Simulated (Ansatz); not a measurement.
**FeSb (rocksalt): equation of state and elastic constants**

The task here is to estimate one member of a computed series from the others.

Program: Ansatz 0.2.0. Level of theory: DFT PBEsol, scalar-relativistic, plane waves, PAW. These are calculated values, not measurements.

## The structure to begin with

The structure is cubic, space group Fm-3m (No. 225). The conventional cell has a = 5.266 Å, b = 5.266 Å, c = 5.266 Å, α = 90.00°, β = 90.00°, γ = 90.00°. Fe (site symmetry m-3m) is surrounded by 6 Sb at 2.63 Å. Sb (site symmetry m-3m) is surrounded by 6 Fe at 2.63 Å.

Structure file:

```cif
data_structure
_symmetry_space_group_name_H-M 'Fm-3m'
_symmetry_Int_Tables_number 225
_cell_length_a 5.2663
_cell_length_b 5.2663
_cell_length_c 5.2663
_cell_angle_alpha 90.000
_cell_angle_beta 90.000
_cell_angle_gamma 90.000
_cell_volume 146.05
loop_
_atom_site_label
_atom_site_type_symbol
_atom_site_symmetry_multiplicity
_atom_site_Wyckoff_symbol
_atom_site_fract_x
_atom_site_fract_y
_atom_site_fract_z
_atom_site_occupancy
Fe1 Fe 4 b 0.50000 0.00000 0.00000 1
Sb1 Sb 4 a 0.00000 0.00000 0.00000 1
```

This cell comes from an earlier session at PBEsol: 18.257 Å³/atom at 0.00 GPa, on a 10×10×10 mesh.

Volume factors to run: 0.980, 1.020, 0.960, 1.040.

The first run:

File input.yaml:

```yaml
crystal:
  lattice:
    - [0.0, 2.6154594305, 2.6154594305]
    - [2.6154594305, 0.0, 2.6154594305]
    - [2.6154594305, 2.6154594305, 0.0]
  atoms:
    - { symbol: Fe, position: [0.5, 0.5, 0.5], spin: 2.55 }
    - { symbol: Sb, position: [0.0, 0.0, 0.0] }
basis:
  ecutwfc: 420
  ecutrho_ratio: 4
kpoints:
  mp_grid: { grid: [10, 10, 10] }
hamiltonian:
  xc: pbesol
scf:
  occupations: { method: gaussian, width: 0.05 }
output:
  forces: true
  stress: true
  eigenvalues: true
  populations: true
magnetization:
  spin_polarized: true
```

Steps of the session up to this table: Scaling the volume by 0.980; Scaling the volume by 1.020; Volume × 0.960; At 1.040 of the relaxed volume.

One of the session's tables, all rows but one given; the rest of the session is left out.

It belongs to the step «The fit». 

```
volume (Å³/atom)  energy (meV/atom)  pressure (GPa)  moment of atom 1 (μB)
          17.526               8.23            3.23                   2.08
          17.891               2.59            2.11                   2.27
          18.257               0.00            0.00                   2.31
          18.622                  ?               ?                      ?
          18.987               8.99           -3.45                   2.40
```

Estimate the missing values for volume (Å³/atom) = 18.622.

Worked estimate for «energy (meV/atom)». A straight line through the neighbours (18.257, 0.00) and (18.987, 8.99) gives 0.00 + (8.99 − 0.00) × (18.622 − 18.257) / (18.987 − 18.257) = 4.50; a parabola fitted to 3 rows on both sides gives 2.14.

The run gave: energy (meV/atom): 2.47; pressure (GPa): -2.01; moment of atom 1 (μB): 2.34. In «energy (meV/atom)» the line misses by +2.03 and the parabola by -0.33.
